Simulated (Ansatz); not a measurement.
**BH8NSi2: a ladder of functionals and wavefunction methods**

One table from this session's results is given with a row withheld; the runs are named, their logs left out.

The runs use Ansatz 0.2.0, Gaussian basis; functionals in def2-TZVPP, the program's frozen cores in correlated methods.

Plan: PBE-D4, r2SCAN-D4, PBE0-D4, B3LYP-D4, ωB97X-V, ωB97M-V, B2PLYP; CCSD(T)/def2-TZVPP; MP2/def2-QZVPP; extrapolation to the limit.

## The relaxed structure

All runs share one geometry, relaxed beforehand with PBE0-D4 in a triple-zeta def2 set.

12 atoms, charge 0, spin multiplicity 1.

Atoms are counted from 1 here; the program's logs count them from 0.

Bond lengths: B1–Si2 2.003 Å, B1–H5 1.197 Å, B1–H6 1.198 Å, Si2–N3 1.733 Å, Si2–H7 1.502 Å, Si2–H8 1.490 Å, N3–Si4 1.725 Å, N3–H9 1.010 Å, Si4–H10 1.491 Å, Si4–H11 1.488 Å, Si4–H12 1.485 Å. Angles: Si2–B1–H5 119.8°, Si2–B1–H6 123.0°, H5–B1–H6 117.1°, B1–Si2–N3 113.1°, B1–Si2–H7 104.6°, B1–Si2–H8 112.4°, N3–Si2–H7 113.1°, N3–Si2–H8 107.6°, H7–Si2–H8 105.8°, Si2–N3–Si4 128.4°, Si2–N3–H9 115.0°, Si4–N3–H9 116.0°, N3–Si4–H10 113.5°, N3–Si4–H11 110.2°, N3–Si4–H12 107.3°, H10–Si4–H11 107.3°, H10–Si4–H12 108.3°, H11–Si4–H12 110.1°.

The first run:

in.yaml

```yaml
crystal:
  periodic: [false, false, false]
  atoms:
    - {symbol: B, position_ang: [-1.727376, 1.914585, 0.173247]}
    - {symbol: Si, position_ang: [-0.956339, 0.129705, -0.308285]}
    - {symbol: N, position_ang: [0.576605, -0.173823, 0.440117]}
    - {symbol: Si, position_ang: [1.791339, -1.306216, -0.025664]}
    - {symbol: H, position_ang: [-2.659933, 2.345277, -0.440327]}
    - {symbol: H, position_ang: [-1.331418, 2.569667, 1.094328]}
    - {symbol: H, position_ang: [-2.013407, -0.860355, 0.089786]}
    - {symbol: H, position_ang: [-0.779403, -0.035027, -1.778108]}
    - {symbol: H, position_ang: [0.714484, 0.282417, 1.330928]}
    - {symbol: H, position_ang: [1.744850, -2.578745, 0.749713]}
    - {symbol: H, position_ang: [3.144660, -0.718389, 0.168142]}
    - {symbol: H, position_ang: [1.572736, -1.624298, -1.459773]}
basis:
  gaussian: {orbitals: def2-TZVPP}
hamiltonian: {xc: pbe, dispersion: d4}
output: {forces: true, orbitals: {seedname: orbitals}}
```

On the command line:

```sh
ansatz run in.yaml --threads 4 --pin off --events-out ev --progress --plain --max-ram 10444MiB
```

Among the steps run: PBE-D4 (GGA); r2SCAN-D4 (meta-GGA); PBE0-D4 (hybrid); B3LYP-D4 (hybrid); ωB97X-V (range-separated); ωB97M-V (range-separated); B2PLYP (double hybrid); CCSD(T) in def2-TZVPP; MP2 in def2-QZVPP.

One of the session's tables, all rows but one given; the rest of the session is left out.

| method | atomisation energy (kcal/mol) |
| --- | --- |
| PBE-D4 | 900.9 |
| r2SCAN-D4 | 903.5 |
| PBE0-D4 | 896.6 |
| B3LYP-D4 | 909.5 |
| ωB97X-V | 913.5 |
| ωB97M-V | 908.8 |
| B2PLYP | 895.9 |
| HF/def2-TZVPP | 683.9 |
| MP2/def2-TZVPP | ? |
| CCSD/def2-TZVPP | 872.9 |
| CCSD(T)/def2-TZVPP | 881.0 |
| MP2/CBS | 903.8 |
| CCSD(T)/CBS | 905.0 |

Q: Estimate the row for MP2/def2-TZVPP from the others.

As computed: atomisation energy (kcal/mol): 879.8. In the column «atomisation energy (kcal/mol)» it lies between CCSD/def2-TZVPP (872.9) and CCSD(T)/def2-TZVPP (881.0).
